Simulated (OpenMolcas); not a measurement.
**Ag⁴⁺ among point charges: CASSCF and CASPT2 levels and susceptibility**

How does a field of 4 point charges split the states of Ag⁴⁺, and what χT follows?

Method: state-averaged CASSCF and CASPT2, spin-orbit coupling by RASSI with atomic mean-field integrals. Code: OpenMolcas 26.06.

**1. The system**

| Item | Value |
| --- | --- |
| Species | Ag⁴⁺ (silver, Z = 47, 43 electrons) |
| Basis | ANO-RCC-VDZP [6s5p3d1f], 43 functions |
| Scalar Hamiltonian | DKH2, point nucleus |
| Inactive shells | 1s 2s 2p 3s 3p 3d 4s 4p |
| Active space | 7 electrons in 5 orbitals (4d) |
| Some configurations of this space | 4d⁷ |
| Orbitals | optimised for each spin and parity, averaged over all roots |

Outer shells as boxes (Hund's rule):

4d7
```
4d [↑↓][↑↓][↑ ][↑ ][↑ ]
```

The ion sits among 4 point charges of -1.6 e arranged as a tetrahedron (Td), 2.11 Å from the ion.

Each step is its own input file, run in one work folder so that later steps find the files of earlier ones. Labels, J, g values, rates, χT and fits are worked out afterwards by a script from the matrices that RASSI stores.

**2. Basis and integrals**

The input, a.inp:

```
&GATEWAY
Coord
1

Ag 0.0 0.0 0.0
Basis=ANO-RCC-VDZP
Group=NoSym
NoMove
AngMom=0.0 0.0 0.0
AMFI
XField
4 Angstrom 0
1.218209 1.218209 1.218209 -1.600000
1.218209 -1.218209 -1.218209 -1.600000
-1.218209 1.218209 -1.218209 -1.600000
-1.218209 -1.218209 1.218209 -1.600000
&SEWARD
```

The run is started by

```bash
> OMP_NUM_THREADS=1 MOLCAS_MEM=1689 MOLCAS_PROJECT=a pymolcas a.inp > a.log
```

**3. Reference wave functions, quartets, 10 roots**

The input, a.inp:

```
&RASSCF
FileOrb=start.orb
Symmetry=1
Spin=4
nActEl=7 0 0
Inactive=18
Ras2=5
CIRoot=10 10 1
SDav=10
CIMx=300
Iter=120 100
PrWF=0.3
OrbListing=Nothing
MaxOrb=0
>>> COPY $Project.JobIph JOB001
```

start.orb holds the contracted functions of the basis, ordered by shell, or the orbitals of the step before.

**4. CASSCF: doublets, 40 roots**

The input, a.inp:

```
&RASSCF
FileOrb=start.orb
Symmetry=1
Spin=2
nActEl=7 0 0
Inactive=18
Ras2=5
CIRoot=40 40 1
SDav=40
CIMx=300
Iter=120 100
PrWF=0.3
OrbListing=Nothing
MaxOrb=0
>>> COPY $Project.JobIph JOB002
```

**5. State interaction with spin-orbit coupling**

The input, a.inp:

```
&RASSI
NrOfJobIphs=2 10 40
1 2 3 4 5 6 7 8 9 10
1 2 3 4 5 6 7 8 9 10 11 12 13 14 15 16 17 18 19 20 21 22 23 24 25 26 27
28 29 30 31 32 33 34 35 36 37 38 39 40
IphNames
JOB001
JOB002
EJob
SpinOrbit
DIPRint=1.0
SOCoupling=1000.0
Subsets=2
Property=9
'ANGMOM' 1 'ANGMOM' 2 'ANGMOM' 3 'MLTPL  1' 1 'MLTPL  1' 2 'MLTPL  1' 3
'AMFI' 1 'AMFI' 2 'AMFI' 3
SOProperty=3
'ANGMOM' 1 'ANGMOM' 2 'ANGMOM' 3
```

**6. CASPT2: IPEA 0.25, imaginary shift 0.1 (closed shells correlated: 4s 4p)**

The input, a.inp:

```
>>> COPY JOB001 $Project.JobIph
&CASPT2
Multistate=10 1 2 3 4 5 6 7 8 9 10
NoMult
Frozen=14
IPEA=0.25
Imaginary=0.1
MaxIter=60
WThr=0.0 0.3 0.05
PrWF=0.5
NoMix
>>> COPY JOB002 $Project.JobIph
&CASPT2
Multistate=40 1 2 3 4 5 6 7 8 9 10 11 12 13 14 15 16 17 18 19 20 21 22
23 24 25 26 27 28 29 30 31 32 33 34 35 36 37 38 39 40
NoMult
Frozen=14
IPEA=0.25
Imaginary=0.1
MaxIter=60
WThr=0.0 0.3 0.05
PrWF=0.5
NoMix
```

(Steps that only read results are left out.)

What does the calculation give? Wanted: spin-free ground state; first state of the same spin within the active space; lowest level; next level.

As calculated:

| quantity | value |
| --- | --- |
| method | SS-CASPT2, IPEA 0.25, imaginary shift 0.1 (closed shells correlated: 4s 4p) |
| spin-free ground state | 4A2, 1-fold in its orbital part |
| first state of the same spin within the active space | 4T2 at 1190 cm⁻¹ |
| lowest level | 4-fold Γ8 |
| next level | 931.2 cm⁻¹ |
| χT at 300 K | 4.68 cm³ K/mol |
| effective moment at 300 K | 6.12 μB |

Cost by method:

```tsv
method	time of its own steps	time with the reference
A. CASSCF	9.3 s	9.3 s
B. SS-CASPT2, IPEA 0.25, imaginary shift 0.1, +4s 4p	3.9 s	13 s
```

Times are of one thread on a shared host.

The spin-free ground state (4A2) comes to 100 % from free-ion F terms and keeps the highest spin of the shell. χT at 300 K is 4.68, against 1.88 cm³ K/mol for the spin alone, so orbital moment adds to it. CASPT2 does not keep the components of a term degenerate, and the means are used. The field of point charges can differ much from that of real complexes. Point charges carry no covalency, so the field is a model and not that of real ligands.
